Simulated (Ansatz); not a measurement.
# CuH4Cl2F2: the cost of one run

All numbers below are computed with Ansatz 0.2.0 (DFT, r2SCAN, no spin polarisation, plane waves, PAW).

**1. The structure**

Symmetry: C2/m, No. 12, monoclinic system. The conventional cell has a = 7.466 Å, b = 8.618 Å, c = 3.670 Å, α = 90.00°, β = 98.58°, γ = 90.00°. Cu (site symmetry 2/m) has 2 F at 2.02 Å and 4 Cl at 2.50 to 2.57 Å as nearest neighbours. Around Cl (site symmetry m) lie 2 H at 2.46 Å and 2 Cu at 2.50 to 2.57 Å. F (site symmetry 2) is surrounded by 2 H at 0.99 Å. Around H (site symmetry 1) lie 1 F at 0.99 Å.

Its coordinates follow in the input file.

It starts from an earlier solution of the starting cell (checkpoint.read).

**2. The walk to rest**

input.yaml reads:

```yaml
crystal:
  lattice:
    - [3.73314112, 4.30895118, 0.0]
    - [3.73314112, -4.30895118, 0.0]
    - [0.54745414, 0.0, -3.62844285]
  atoms:
    - { symbol: Cu, position: [0.0, 0.0, 0.0] }
    - { symbol: Cl, position: [0.23723, 0.23723, 0.4412] }
    - { symbol: Cl, position: [0.76277, 0.76277, 0.5588] }
    - { symbol: F, position: [0.2342, 0.7658, 0.0] }
    - { symbol: F, position: [0.7658, 0.2342, 0.0] }
    - { symbol: H, position: [0.40955, 0.80195, 0.977] }
    - { symbol: H, position: [0.19805, 0.59045, 0.023] }
    - { symbol: H, position: [0.59045, 0.19805, 0.023] }
    - { symbol: H, position: [0.80195, 0.40955, 0.977] }
  symmetry: { tolerance: 0.0003 }
kpoints:
  mp_grid: { grid: [4, 4, 6], shift: [0, 0, 0] }
magnetization:
  spin_polarized: false
scf:
  occupations: { method: methfessel_paxton, width: 0.0233 }
  lower_state_search: "off"
hamiltonian:
  pseudopotentials: { kind: paw }
  xc: r2scan
basis:
  ecutwfc: 500
  fft_grid_basis: typed
relax:
  max_steps: 40
  cell: { p_target: 0.0 }
output:
  forces: true
  stress: true
  eigenvalues: true
  bader: true
  populations: true
  elf: true
  write_potential: true
  volumetric_format: npy
  dos:
    e_range: [-12, 8]
    de: 0.05
    projected: { site_lists: { Cl: [Cl], Cu: [Cu], F: [F], H: [H] } }
checkpoint:
  read: saved_state
```

Launch:

```sh
ansatz run input.yaml --threads 2 --pin off --max-ram 2560MiB --backend cpu --events-out ev --progress --plain --runs-dir out
```

Q: Estimate wall time and peak memory on 2 threads of Arm Neoverse V1, shared host.

About 11 min, with a peak of 0.85 GiB.
